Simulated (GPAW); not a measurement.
# WAu (F-43m) in GPAW: further runs

The runs below take WAu through optical spectrum, with AM05, PBEsol, PBE.

All numbers are computed with GPAW 26.7.0; they aren't measurements. Logs are shortened: lines on timing, memory, paths and dates and some standing lists are left out, and cuts for length are marked. The log counts tension as positive stress, the text compression.

### 1 Starting point

It takes space group F-43m (No. 216, cubic). Conventional cell: a = 5.496 Å, b = 5.496 Å, c = 5.496 Å, α = 90.00°, β = 90.00°, γ = 90.00°. W (site symmetry -43m) is surrounded by 4 Au at 2.38 Å. Au (site symmetry -43m) is surrounded by 4 W at 2.38 Å.

The cell was built by a generator and needn't be a form met in nature.

### 2 Optical spectrum, AM05

Contents of run.py:

```python
from ase.dft.bandgap import bandgap
from ase.io import read, write
from gpaw import GPAW, PW, setup_paths
from gpaw.response.df import DielectricFunction

setup_paths.insert(0, '.')

atoms = read('POSCAR')

calc = GPAW(mode=PW(500),
            xc='AM05',
            kpts={'size': (7, 7, 7), 'gamma': True},
            occupations={'name': 'fermi-dirac', 'width': 0.05},
            nbands=25,
            convergence={'density': 1e-06},
            maxiter=150,
            txt='gpaw.txt')
atoms.calc = calc
energy = atoms.get_potential_energy()
calc.write('gs.gpw')
write('result.traj', atoms)
print(f'Energy: {energy:.6f} eV')
print('Fermi level:', round(calc.get_fermi_level(), 4), 'eV')
print(f'Gap: {bandgap(calc)[0]:.4f} eV, direct: {bandgap(calc, direct=True)[0]:.4f} eV')

dense = calc.fixed_density(kpts={'size': (19, 19, 19), 'gamma': True},
                           nbands=39, convergence={'bands': 33, 'eigenstates': 1e-7},
                           update_fermi_level=True, txt='dense.txt')
dense.write('dense.gpw', mode='all')

df = DielectricFunction('dense.gpw', frequencies={'type': 'nonlinear', 'domega0': 0.05, 'omega2': 10},
                        eta=0.1, ecut=50, nbands=33, rate='eta', txt='df.txt')
for direction in ['x']:
    df.get_dielectric_function(xc='RPA', direction=direction, filename=f'df_{direction}.csv')
```

Contents of POSCAR:

```
WAu
1.0
    0.0000000000      2.7479792600      2.7479792600
    2.7479792600      0.0000000000      2.7479792600
    2.7479792600      2.7479792600      0.0000000000
W Au
1 1
Direct
    0.0000000000      0.0000000000      0.0000000000
    0.7500000000      0.7500000000      0.7500000000
```

Potentials or basis: PAW data sets generated in the run's folder for this functional, pw.

On the command line:

```console
> gpaw-setup -f AM05 Au W
> OMP_NUM_THREADS=1 python run.py
```

gpaw.txt:

```text
__  _  _
 | _ |_)|_||  |
 |__||  | ||/\| - 26.7.0

Input parameters:
  mode=PW(ecut=500.0),
  convergence={'density': 1e-06},
  kpts=MonkhorstPack(size=(7, 7, 7), gamma=True),
  maxiter=150,
  nbands=25,
  occupations=Occupations(name='fermi-dirac', width=0.05),
  xc=XC(name='AM05')

Diagonalizing LCAO Hamiltonian
Converting LCAO to pw mode

                    Au

       W

Atoms  # Å, Bohr magnetons
|   | symbol |        x |        y |        z |    initial magnetic moments |
|---|--------|----------|----------|----------|-----------------------------|
| 0 |      W | 0.000000 | 0.000000 | 0.000000 | ( 0.0000,  0.0000,  0.0000) |
| 1 |     Au | 4.121969 | 4.121969 | 4.121969 | ( 0.0000,  0.0000,  0.0000) |

Unit cell  # Å
| periodic |        x |        y |        z |  lengths |    angles |
|----------|----------|----------|----------|----------|-----------|
|      yes | 0.000000 | 2.747979 | 2.747979 | 3.886230 | 60.000000 |
|      yes | 2.747979 | 0.000000 | 2.747979 | 3.886230 | 60.000000 |
|      yes | 2.747979 | 2.747979 | 0.000000 | 3.886230 | 60.000000 |

Number of symmetries: 24
Symmetry operations  # r_c * U_cc + t_c -> r_c
|    | kind |            matrix            |
|----|------|------------------------------|
|  0 |  E   |  1, 0, 0,  0, 1, 0,  0, 0, 1 |
|  1 |  σ   |  1, 0, 0,  0, 0, 1,  0, 1, 0 |
|  2 |  σ   |  1, 0,-1,  0, 1,-1,  0, 0,-1 |
|  3 |  C3  |  1, 0,-1,  0, 0,-1,  0, 1,-1 |
|  4 |  C3  |  1,-1, 0,  0,-1, 1,  0,-1, 0 |
|  5 |  σ   |  1,-1, 0,  0,-1, 0,  0,-1, 1 |
|  6 |  σ   |  0, 1, 0,  1, 0, 0,  0, 0, 1 |
|  7 |  C3  |  0, 1, 0,  0, 0, 1,  1, 0, 0 |
|  8 |  C2  |  0, 1,-1,  1, 0,-1,  0, 0,-1 |
|  9 |  S4  |  0, 1,-1,  0, 0,-1,  1, 0,-1 |
| 10 |  C3  |  0, 0, 1,  1, 0, 0,  0, 1, 0 |
| 11 |  σ   |  0, 0, 1,  0, 1, 0,  1, 0, 0 |
| 12 |  S4  |  0, 0,-1,  1, 0,-1,  0, 1,-1 |
| 13 |  C3  |  0, 0,-1,  0, 1,-1,  1, 0,-1 |
| 14 |  S4  |  0,-1, 1,  1,-1, 0,  0,-1, 0 |
| 15 |  C2  |  0,-1, 1,  0,-1, 0,  1,-1, 0 |
| 16 |  C3  |  0,-1, 0,  1,-1, 0,  0,-1, 1 |
| 17 |  S4  |  0,-1, 0,  0,-1, 1,  1,-1, 0 |
| 18 |  S4  | -1, 1, 0, -1, 0, 1, -1, 0, 0 |
| 19 |  C3  | -1, 1, 0, -1, 0, 0, -1, 0, 1 |
| 20 |  C3  | -1, 0, 1, -1, 1, 0, -1, 0, 0 |
| 21 |  S4  | -1, 0, 1, -1, 0, 0, -1, 1, 0 |
| 22 |  σ   | -1, 0, 0, -1, 1, 0, -1, 0, 1 |
| 23 |  C2  | -1, 0, 0, -1, 0, 1, -1, 1, 0 |

BZ-sampling:
  Number of BZ points: 343
  Number of IBZ points: 20

  Monkhorst-Pack size: [7, 7, 7]
  Monkhorst-Pack shift: [0, 0, 0]

K-points  # in reciprocal-cell coordinates
|     |                                coordinates |     weight |
|-----|--------------------------------------------|------------|
|   0 | (  0.00000000,   0.00000000,   0.00000000) | 0.00291545 |
|   1 | (  0.14285714,   0.14285714,   0.00000000) | 0.01749271 |
|   2 | (  0.14285714,   0.14285714,   0.14285714) | 0.02332362 |
|   3 | (  0.28571429,   0.14285714,   0.14285714) | 0.03498542 |
|   4 | (  0.28571429,   0.28571429,   0.00000000) | 0.01749271 |
|   5 | (  0.28571429,   0.28571429,   0.14285714) | 0.06997085 |
|   6 | (  0.28571429,   0.28571429,   0.28571429) | 0.02332362 |
|   7 | (  0.42857143,  -0.28571429,  -0.28571429) | 0.03498542 |
|   8 | (  0.42857143,   0.28571429,  -0.42857143) | 0.13994169 |
|   9 | (  0.42857143,   0.28571429,  -0.28571429) | 0.06997085 |
| ... |                                            |            |
|  19 | (  0.42857143,   0.42857143,   0.42857143) | 0.02332362 |

Plane wave coefficients: 1067
Cutoff: 500.0 eV

Spin-components: 1 (collinear spins)
Bands:           25
Projectors:      12
Spin-degeneracy: 2
Datatype:        complex128

Parallelization:
  kpt:    1
  domain: 1
  band:   1

Density:
  Valence electrons: 25.0
  Components: 1
  Grid points: [21 21 21]
  Charge: 0.0  # |e|

Potential:
  Grid points: [21 21 21]

species:
  W:
    name:    Tungsten
    Z:       74.0
    valence: 14
    core:    60
    charge:  0.0  # [|e|]
    compensation charges:
      type: gauss
      rc: 0.40  # [Å]
      lmax: 2
    cutoffs:
      filter: 2.36  # [Å]
      core: 3.02  # [Å]
    projectors
    | kind |    occ | energy [eV] | rcut [Å] |
    |------|--------|-------------|----------|
    |   5s |  2.000 |     -78.865 |    1.344 |
    |   6s |  2.000 |      -5.660 |    1.344 |
    |   5p |  6.000 |     -43.244 |    1.355 |
    |   6p |  0.000 |      -1.291 |    1.355 |
    |   5d |  4.000 |      -4.487 |    1.228 |
    |    d |        |      22.725 |    1.228 |

    Using partial waves for W as LCAO basis

  Au:
    name:    Gold
    Z:       79.0
    valence: 11
    core:    68
    charge:  0.0  # [|e|]
    compensation charges:
      type: gauss
      rc: 0.42  # [Å]
      lmax: 2
    cutoffs:
      filter: 2.33  # [Å]
      core: 2.81  # [Å]
    projectors
    | kind |    occ | energy [eV] | rcut [Å] |
    |------|--------|-------------|----------|
    |   6s |  1.000 |      -5.713 |    1.323 |
    |   6p |  0.000 |      -0.687 |    1.323 |
    |   5d | 10.000 |      -6.888 |    1.323 |
    |    s |        |      21.499 |    1.323 |
    |    p |        |      26.524 |    1.323 |
    |    d |        |      20.324 |    1.323 |

    Using partial waves for Au as LCAO basis

Reference energy: -954850.772867  # eV

eigensolver:
  PPCG
  Converge bands: occupied
  niter=2

density mixing:
  MSR1-Mixer
  Pratt-step length: 0.05
  Maximum mixing coefficient: 0.75
  Old densities: 10
  SVD Regularization: 0.005
  Good broyden scale: 1.0
  Trust region scale: 1.0
  Backstep threshold: 4.0
  History deletion threshold: 6.0
  Fourier metric: weight=20.0, sigma=0.015

occupation numbers:
  Fermi-Dirac:
    width: 0.0500  # eV

poisson solver:
  ecut: 4000.0  # eV

xc functional:
  name: AM05 with 2 nearest neighbor stencil

convergence criteria:
- Maximum integral of absolute [dens]ity change: 1e-06 electrons / valence electron
- Maximum [total energy] change in last 3 cyles: 0.0005 eV / valence electron
- Maximum integral of absolute [eigenst]ate change: 4e-08 eV^2 / valence electron
maximum number of iterations: 150

SCF iterations
|iter     | |      energy | eigst |  dens |
|---------|-|-------------|-------|-------|
|iter:   1| |  -13.157689 | -0.09 |       |
|iter:   2| |  -12.415795 | -2.25 | -0.95 |
|iter:   3| |  -11.132322 | -1.66 | -1.04 |
|iter:   4| |  -11.031830 | -2.70 | -1.49 |
|iter:   5| |  -11.011026 | -3.40 | -1.85 |
|iter:   6| |  -11.008998 | -3.91 | -2.34 |
|iter:   7| |  -11.009036c| -5.10 | -3.10 |
|iter:   8| |  -11.009058c| -5.72 | -3.55 |
|iter:   9| |  -11.009057c| -8.14c| -4.35 |
|iter:  10| |  -11.009056c| -7.53c| -4.66 |
|iter:  11| |  -11.009055c| -8.32c| -5.45 |
|iter:  12| |  -11.009055c| -8.99c| -5.99 |
|iter:  13| |  -11.009055c| -9.37c| -6.62c|

Converged in 13 steps
Energy contributions relative to reference atoms: (reference = -954850.772867)

Energy contributions:
  Kinetic:          13.398227
  Coulomb:         -13.750597
  Zero:              0.255491
  External:          0.000000
  Xc:              -10.902906
  Entropy:          -0.018541
  Spinorbit:         0.000000
  ----------------------------
  Free energy:     -11.018326
  Extrapolated:    -11.009055

dipole moment: (-15.728820, -15.728820, -15.728820)  # |e|*Ang

Fermi level: 8.905
Eigenvalues  # (at kpt = [0.000, 0.000, 0.000])
| band index |      eig [eV] | occ [0-2] |
|------------|---------------|-----------|
|          0 |       -65.032 |     2.000 |
|        ... |               |           |
|          5 |         2.175 |     2.000 |
|          6 |         2.175 |     2.000 |
|          7 |         2.542 |     2.000 |
|          8 |         2.542 |     2.000 |
|          9 |         2.542 |     2.000 |
|         10 |         7.998 |     2.000 |
[... 8 lines left out ...]
|         19 |        20.979 |     0.000 |
|         20 |        23.153 |     0.000 |
|        ... |               |           |
|         24 |        24.262 |     0.000 |

No gap
No difference between direct/indirect transitions
# Writing to gs.gpw (mode='')
```

It took 4.2 min on 1 thread of Arm Neoverse V2, shared host; peak memory 0.52 GiB.

Results:

```
Free energy            : -11.0183 eV
Band gap on the k mesh : none (metal or under the smearing width)
```

Dielectric function (mean over the directions given):
```csv
energy (eV),real part,imaginary part
0.41,-116.82,90.69
1.26,2.79,12.35
2.30,-3.04,25.71
3.30,-3.55,8.14
4.30,0.10,7.32
5.31,-2.40,5.34
6.31,0.39,5.35
7.12,-0.35,4.44
8.16,0.09,4.39
9.18,-1.41,3.94
10.16,-1.01,3.63
11.20,-1.77,2.02
12.19,-1.10,1.31
13.00,-0.83,1.09
14.10,-0.27,1.01
15.13,-0.37,0.91
16.21,-0.11,0.83
17.36,-0.08,0.58
18.58,0.11,0.42
19.87,0.38,0.40
```

Caveat: the intraband term hangs on this k mesh; the long-wavelength limit can be off by several per cent where d states take part; independent-particle spectra lack excitons.

### 3 Optical spectrum, PBEsol

Changes to run.py since step 2:

```diff
@@ -10,3 +10,3 @@
 calc = GPAW(mode=PW(500),
-            xc='AM05',
+            xc='PBEsol',
             kpts={'size': (7, 7, 7), 'gamma': True},
```

POSCAR is that of step 2.

Potentials or basis: PAW data sets generated in the run's folder for this functional, pw.

On the command line:

```console
> gpaw-setup -f PBEsol Au W
> OMP_NUM_THREADS=1 python run.py
```

gpaw.txt:

```text
__  _  _
 | _ |_)|_||  |
 |__||  | ||/\| - 26.7.0

Input parameters:
  mode=PW(ecut=500.0),
  convergence={'density': 1e-06},
  kpts=MonkhorstPack(size=(7, 7, 7), gamma=True),
  maxiter=150,
  nbands=25,
  occupations=Occupations(name='fermi-dirac', width=0.05),
  xc=XC(name='PBEsol')

Diagonalizing LCAO Hamiltonian
Converting LCAO to pw mode

                    Au

       W

Atoms  # Å, Bohr magnetons
|   | symbol |        x |        y |        z |    initial magnetic moments |
|---|--------|----------|----------|----------|-----------------------------|
| 0 |      W | 0.000000 | 0.000000 | 0.000000 | ( 0.0000,  0.0000,  0.0000) |
| 1 |     Au | 4.121969 | 4.121969 | 4.121969 | ( 0.0000,  0.0000,  0.0000) |

Unit cell  # Å
| periodic |        x |        y |        z |  lengths |    angles |
|----------|----------|----------|----------|----------|-----------|
|      yes | 0.000000 | 2.747979 | 2.747979 | 3.886230 | 60.000000 |
|      yes | 2.747979 | 0.000000 | 2.747979 | 3.886230 | 60.000000 |
|      yes | 2.747979 | 2.747979 | 0.000000 | 3.886230 | 60.000000 |

Number of symmetries: 24
Symmetry operations  # r_c * U_cc + t_c -> r_c
|    | kind |            matrix            |
|----|------|------------------------------|
|  0 |  E   |  1, 0, 0,  0, 1, 0,  0, 0, 1 |
|  1 |  σ   |  1, 0, 0,  0, 0, 1,  0, 1, 0 |
|  2 |  σ   |  1, 0,-1,  0, 1,-1,  0, 0,-1 |
|  3 |  C3  |  1, 0,-1,  0, 0,-1,  0, 1,-1 |
|  4 |  C3  |  1,-1, 0,  0,-1, 1,  0,-1, 0 |
|  5 |  σ   |  1,-1, 0,  0,-1, 0,  0,-1, 1 |
|  6 |  σ   |  0, 1, 0,  1, 0, 0,  0, 0, 1 |
|  7 |  C3  |  0, 1, 0,  0, 0, 1,  1, 0, 0 |
|  8 |  C2  |  0, 1,-1,  1, 0,-1,  0, 0,-1 |
[... 132 lines left out ...]
occupation numbers:
  Fermi-Dirac:
    width: 0.0500  # eV

poisson solver:
  ecut: 4000.0  # eV

xc functional:
  name: PBEsol with 2 nearest neighbor stencil

convergence criteria:
- Maximum integral of absolute [dens]ity change: 1e-06 electrons / valence electron
- Maximum [total energy] change in last 3 cyles: 0.0005 eV / valence electron
- Maximum integral of absolute [eigenst]ate change: 4e-08 eV^2 / valence electron
maximum number of iterations: 150

SCF iterations
|iter     | |      energy | eigst |  dens |
|---------|-|-------------|-------|-------|
|iter:   1| |  -13.810292 | -0.09 |       |
|iter:   2| |  -13.063477 | -2.25 | -0.95 |
|iter:   3| |  -11.770458 | -1.66 | -1.04 |
|iter:   4| |  -11.666434 | -2.71 | -1.49 |
|iter:   5| |  -11.644473 | -3.42 | -1.85 |
|iter:   6| |  -11.642173 | -3.97 | -2.35 |
|iter:   7| |  -11.642180c| -5.13 | -3.08 |
|iter:   8| |  -11.642198c| -5.84 | -3.57 |
|iter:   9| |  -11.642197c| -8.17c| -4.39 |
|iter:  10| |  -11.642196c| -7.59c| -4.71 |
|iter:  11| |  -11.642196c| -8.34c| -5.47 |
|iter:  12| |  -11.642196c| -8.97c| -5.97 |
|iter:  13| |  -11.642196c| -9.33c| -6.61c|

Converged in 13 steps
Energy contributions relative to reference atoms: (reference = -955098.426896)

Energy contributions:
  Kinetic:          13.565545
  Coulomb:         -13.869954
  Zero:              0.249115
  External:          0.000000
  Xc:              -11.577750
  Entropy:          -0.018301
  Spinorbit:         0.000000
  ----------------------------
  Free energy:     -11.651346
  Extrapolated:    -11.642196

dipole moment: (-15.743201, -15.743201, -15.743201)  # |e|*Ang

Fermi level: 8.889
Eigenvalues  # (at kpt = [0.000, 0.000, 0.000])
| band index |      eig [eV] | occ [0-2] |
|------------|---------------|-----------|
|          0 |       -65.006 |     2.000 |
|        ... |               |           |
|          5 |         2.168 |     2.000 |
|          6 |         2.168 |     2.000 |
|          7 |         2.533 |     2.000 |
|          8 |         2.533 |     2.000 |
|          9 |         2.533 |     2.000 |
|         10 |         7.979 |     2.000 |
[... 8 lines left out ...]
|         19 |        20.959 |     0.000 |
|         20 |        23.129 |     0.000 |
|        ... |               |           |
|         24 |        24.242 |     0.000 |

No gap
No difference between direct/indirect transitions
# Writing to gs.gpw (mode='')
```

stdout:

```text
Energy: -11.642196 eV
Fermi level: 8.889 eV
Gap: 0.0000 eV, direct: 0.0000 eV
```

df.txt:

```text
NonLinearFrequencyDescriptor(from 0.000 to 108.559 eV, 396 points)
NonLinearFrequencyDescriptor(from 0.000 to 108.559 eV, 396 points)

Calculating chi0 body with:
    Ground state adapter containing:
    Number of spins: 1
    Number of kpoints: 6859
    Number of irreducible kpoints: 220
    Number of completely occupied states: 11
    Number of partially occupied states: 13

    Linear response parametrization:
[... 44 lines left out ...]
    Number of spins: 1
    Number of kpoints: 6859
    Number of irreducible kpoints: 220
    Number of completely occupied states: 11
    Number of partially occupied states: 13

Symmetries of q_c:
    Direct symmetries (Uq -> q): 24
    Indirect symmetries (TUq -> q): 24
In total 48 allowed symmetries.

Integral kind: intraband
Plasma frequency:
[[5.24-0.j 0.  -0.j 0.  +0.j]
 [0.  -0.j 5.24-0.j 0.  +0.j]
 [0.  +0.j 0.  +0.j 5.24-0.j]]

Finished calculating chi0
```

Wall time 4.2 min (1 thread of Arm Neoverse V2, shared host); peak memory 0.52 GiB.

Results:

```
Free energy            : -11.6513 eV
Band gap on the k mesh : none (metal or under the smearing width)
```

Dielectric function (mean over the directions given):
```
energy (eV)  real part  imaginary part
       0.41    -117.51           91.79
       0.77     -28.84           21.13
       1.26       2.60           12.14
       1.77      12.38           18.22
       2.30      -2.81           25.90
       2.79      -7.35           17.19
       3.17      -4.94            8.95
       3.69      -1.43            7.59
       4.16      -1.19            7.52
       4.65      -1.08            8.13
       5.16      -2.62            6.00
       5.68      -1.23            3.99
       6.07       0.16            4.03
       6.55      -0.33            5.12
       7.04      -0.34            4.37
       7.55      -0.49            3.96
       8.07       0.09            4.22
       8.43      -0.52            4.64
       8.89      -0.68            4.34
       9.47      -1.22            3.49
       9.96      -0.84            3.37
      10.46      -1.90            3.37
      10.88      -1.90            2.60
      11.31      -1.68            1.92
      11.85      -1.25            1.49
      12.30      -1.00            1.29
      12.77      -0.92            1.26
      13.36      -0.60            0.94
      13.72      -0.38            0.99
      14.22      -0.26            1.04
      14.73      -0.32            1.10
      15.26      -0.34            0.88
      15.80      -0.14            0.77
      16.36      -0.12            0.83
      16.78      -0.21            0.72
      17.36      -0.09            0.58
      17.96       0.04            0.52
      18.58       0.10            0.42
      19.22       0.28            0.41
      19.87       0.37            0.40
```

Caveat: the intraband term hangs on this k mesh; the long-wavelength limit can be off by several per cent where d states take part; independent-particle spectra lack excitons.

(Continued in part 2 of 2.)
